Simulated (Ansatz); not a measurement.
## ScGa3, space group Pm-3m: a relaxation of cell and ions, step by step

Program: Ansatz 0.2.0, Python API.

At the Python prompt:
```pycon
>>> import warnings
>>> import ansatz as az
>>> from ase import Atoms
>>> import numpy as np
>>> def edges_and_angles(cell):
...     cell = np.asarray(cell)
...     a, b, c = np.linalg.norm(cell, axis=1)
...     cosines = cell[1] @ cell[2] / (b * c), cell[0] @ cell[2] / (a * c), cell[0] @ cell[1] / (a * b)
...     return (a, b, c, *np.degrees(np.arccos(cosines)))
...
>>> warnings.simplefilter("ignore", az.DeckWarning)
>>> atoms = Atoms(
...     ["Sc", "Ga", "Ga", "Ga"],
...     scaled_positions=[
...         (0.0, 0.0, 0.0),
...         (0.0, 0.5, 0.5),
...         (0.5, 0.0, 0.5),
...         (0.5, 0.5, 0.0),
...     ],
...     cell=[
...         (4.095, 0.0, 0.0),
...         (0.0, 4.095, 0.0),
...         (0.0, 0.0, 4.095),
...     ],
...     pbc=True,
... )
>>> cell = az.Crystal.from_ase(atoms)
>>> # edges free, angles fixed
>>> job = (
...     cell.calculation()
...     .functional("LDA")
...     .pseudopotentials("paw")
...     .basis(19 * az.Ha)
...     .kpoints(6, 6, 6, center="gamma")
...     .occupations("Marzari-Vanderbilt", width=0.1)  # fractional filling near the Fermi level
...     .relax(fix_cell=["angles"])  # relax until the tolerances are met
... )
>>> steps = []
>>> def collect(event):
...     if event["event"] == "relax_step":
...         steps.append(event["data"])
...
>>> res = job.session().plan().execute(on_event=collect)

>>> r = res.report
>>> r["mixing_algorithm"], r["preconditioner"], r["eigensolver"]
('MSR1', 'Resta', 'band_cg')
>>> r["n_kpoints"], r["n_symmetry_ops"], r["n_pw"]
(20, 48, 1743)
>>> print("step   energy (eV)     max comp. (eV/A)   P (GPa)  SCF")
step   energy (eV)     max comp. (eV/A)   P (GPa)  SCF
>>> for s in steps:
...     print(f"{s['step']:4d} {s['lagrangian_ev']:15.5f} {s['allowed_force_max_ev_ang']:12.4f} {s['pressure_gpa']:10.3f} {s['n_scf']:5d}")
...
   1    -13212.19260       0.0000     -5.544     6
   2    -13212.24286       0.0000      4.134     7
   3    -13212.27419       0.0000     -0.362     6
   4    -13212.27450       0.0000     -0.038     5
   5    -13212.27438       0.0000     -0.037     5
>>> first, last = steps[0], steps[-1]
>>> symbols = [site.symbol for site in res.lattice.sites]
>>> print(f"energy gained {first['lagrangian_ev'] - last['lagrangian_ev']:.4f} eV in {len(steps) - 1} steps")
energy gained 0.0818 eV in 4 steps
>>> for label, vectors in (("before", first["cell_ang"]), ("after", res.lattice.cell_ang)):
...     print(label, "a b c (A) {:.4f} {:.4f} {:.4f}  angles {:.2f} {:.2f} {:.2f}".format(*edges_and_angles(vectors)), f" V = {abs(np.linalg.det(vectors)):.3f} A^3")
...
before a b c (A) 4.0950 4.0950 4.0950  angles 90.00 90.00 90.00  V = 68.669 A^3
after a b c (A) 4.0025 4.0025 4.0025  angles 90.00 90.00 90.00  V = 64.121 A^3
>>> print("final stress xx yy zz (GPa, compression positive):", np.round(np.diag(r["stress_gpa"]), 3) + 0.0)
final stress xx yy zz (GPa, compression positive): [-0.037 -0.037 -0.037]
>>> change = np.array(last["positions_ang"]) @ np.linalg.inv(last["cell_ang"]) - np.array(first["positions_ang"]) @ np.linalg.inv(first["cell_ang"])
>>> moved = np.linalg.norm(change @ np.array(last["cell_ang"]), axis=1)
>>> print("displacement within the cell, strain taken out (A):", " ".join(f"{s}:{d:.3f}" for s, d in zip(symbols, moved)))
displacement within the cell, strain taken out (A): Sc:0.000 Ga:0.000 Ga:0.000 Ga:0.000
>>> print("relaxed fractional positions")
relaxed fractional positions
>>> for site in res.lattice.sites:
...     print(f"  {site.symbol:2s}", " ".join(f"{v % 1:8.5f}" for v in np.round(site.position_frac, 5)))
...
  Sc  0.00000  0.00000  0.00000
  Ga  0.00000  0.50000  0.50000
  Ga  0.50000  0.00000  0.50000
  Ga  0.50000  0.50000  0.00000
>>> print(f"free energy      {r['free_energy_ev']:.5f} eV")
free energy      -13212.27438 eV
>>> print(f"per atom         {r['free_energy_ev'] / len(res.lattice.sites):.5f} eV")
per atom         -3303.06860 eV
>>> print(f"SCF iterations   {r['n_iterations']}  (converged: {r['converged']})")
SCF iterations   5  (converged: True)
```

Total energies depend on the potentials; only differences at equal settings carry meaning. Forces vanish by symmetry, so the ions can't move, and the end may be a saddle. The mesh is modest for a metal, so energies can be off by several to tens of meV an atom and pressures by half a GPa or more; differences at equal mesh fare better. Energies along a relaxation are free energies. Rows at an unchanged volume are solved on a plane-wave basis chosen afresh for that cell, so the energy jumps there and such rows are no steps of the walk. The structure is a deposited one; some such entries were measured under pressure or heat, so a shift against it needn't be the functional's error alone. Wall time of the script: 11 s on 1 thread of Arm Neoverse V2 (shared host), peak memory 0.44 GiB.

(A comment or docstring line of the script was reworded after the run, the code is as it ran; lines on the test bed's own set-up are left out of the output.)
